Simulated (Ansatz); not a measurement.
**CH₃OSe+ (SMILES O[CH+][SeH]): single points off equilibrium**

An exercise on one series of results from a longer session: the logs are not shown, and one member is left open.

The runs use Ansatz 0.2.0, Gaussian basis; single points in def2-TZVPP.

Cores are frozen in the correlated methods. Filled d shells of the heavier atoms are correlated.

### The starting structure

SMILES `O[CH+][SeH]`, 6 atoms, charge 1, spin multiplicity 1.

Atoms are counted from 1 here; the program's logs count them from 0.

Bond lengths: O1–C2 1.277 Å, O1–H4 0.901 Å, C2–Se3 1.765 Å, C2–H5 1.094 Å, Se3–H6 1.525 Å. Angles: C2–O1–H4 111.0°, O1–C2–Se3 134.9°, O1–C2–H5 115.7°, Se3–C2–H5 108.6°, C2–Se3–H6 94.2°.

As a file:

```
O    -0.8233   -0.7817   -0.5065
C     0.2637   -0.1122   -0.5166
Se    1.0891    0.9407    0.6341
H    -1.4633   -0.3518   -0.0400
H     0.9462   -0.3279   -1.3445
H    -0.0463    0.9074    1.6515
```

Set-up of the first run:

run/in.yaml reads:

```yaml
crystal:
  periodic: [false, false, false]
  atoms:
    - {symbol: O, position_ang: [-0.823309, -0.781676, -0.506484]}
    - {symbol: C, position_ang: [0.263690, -0.112167, -0.516623]}
    - {symbol: Se, position_ang: [1.089065, 0.940706, 0.634112]}
    - {symbol: H, position_ang: [-1.463324, -0.351845, -0.040006]}
    - {symbol: H, position_ang: [0.946236, -0.327917, -1.344529]}
    - {symbol: H, position_ang: [-0.046335, 0.907428, 1.651491]}
basis:
  gaussian: {orbitals: def2-TZVPP}
total_charge: 1
hamiltonian: {xc: pbe, dispersion: d4}
output: {forces: true}
```

The run is started by

```bash
> ansatz run in.yaml --threads 2 --pin off --events-out ev --progress --plain --max-ram 3481MiB
```

Among the steps run: PBE-D4/def2-TZVPP; r2SCAN-D4/def2-TZVPP; PBE0-D4/def2-TZVPP; wB97M-V/def2-TZVPP; CCSD(T)/def2-TZVPP.

One table of the session follows, with a row left open; its other results are not shown here.

```
   method  RMS force component (eV/Å)  angle to CCSD(T) forces (°)
   PBE-D4                       1.670                          7.5
r2SCAN-D4                       1.576                          4.1
  PBE0-D4                       1.554                          8.2
  wB97M-V                           ?                            ?
  CCSD(T)                       1.574                    reference
```

Estimate the missing values for wB97M-V.

**Answer.** RMS force component (eV/Å): 1.575; angle to CCSD(T) forces (°): 6.1. In the column «RMS force component (eV/Å)» it lies between CCSD(T) (1.574) and r2SCAN-D4 (1.576).
